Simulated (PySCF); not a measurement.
# C4H8FNSi2: the cost of one run

Computed with PySCF 2.14.0, with density-fitted response routines of our own, on a single molecule, in the gas phase or a continuum. Atoms count from 0, in the outputs and in this text.

## 1. The molecule as given

16 atoms, charge 0, multiplicity 1; geometry from: GFN2-xTB. The atoms were then displaced at random by about 0.01 Å, so the start is not that level's minimum.

Bonds of the start (Å): C0–C1 1.51, C1–Si2 1.93, Si2–C3 1.98, C3–F4 1.36, C3–Si5 1.95, Si5–C6 1.87, C6–N7 1.15, Si5–C1 1.93, C0–H8 1.10, C0–H9 1.07, C0–H10 1.11, C1–H11 1.09, Si2–H12 1.46, Si2–H13 1.45, C3–H14 1.11, Si5–H15 1.47.

## 2. Optimising the geometry at PBE0-D3(BJ)/def2-SVP

Job settings and geometry (Å):

```
{"job": {"xc": "PBE0", "basis": "def2-SVP", "d3": "d3bj", "grid": 1, "shake": 0.01, "kind": "geom"}, "charge": 0, "multiplicity": 1}
C     -2.046800     0.107830     0.444060
C     -0.722310     0.537670    -0.146050
Si    -0.049240    -0.614620    -1.546160
C      1.361430    -1.147730    -0.257150
F      2.638290    -1.102270    -0.719220
Si     0.791470     0.225590     1.005860
C      1.981500     1.664130     0.987720
N      2.696350     2.570780     0.966110
H     -2.858850     0.250070    -0.281930
H     -2.057980    -0.907720     0.774590
H     -2.331260     0.749040     1.307950
H     -0.788410     1.586180    -0.451100
H      0.516350     0.099590    -2.688770
H     -0.940250    -1.694950    -1.931320
H      1.200960    -2.176760     0.134490
H      0.589680    -0.149210     2.411640
```

Launch:

```sh
OMP_NUM_THREADS=1 python probes_run.py task.json out
```

This one command runs all jobs of the session in turn.

Q: Estimate the wall time and peak memory of this first job on 1 thread of AMD EPYC 9R45, shared host.

About 82 s, with a peak of 0.73 GiB.
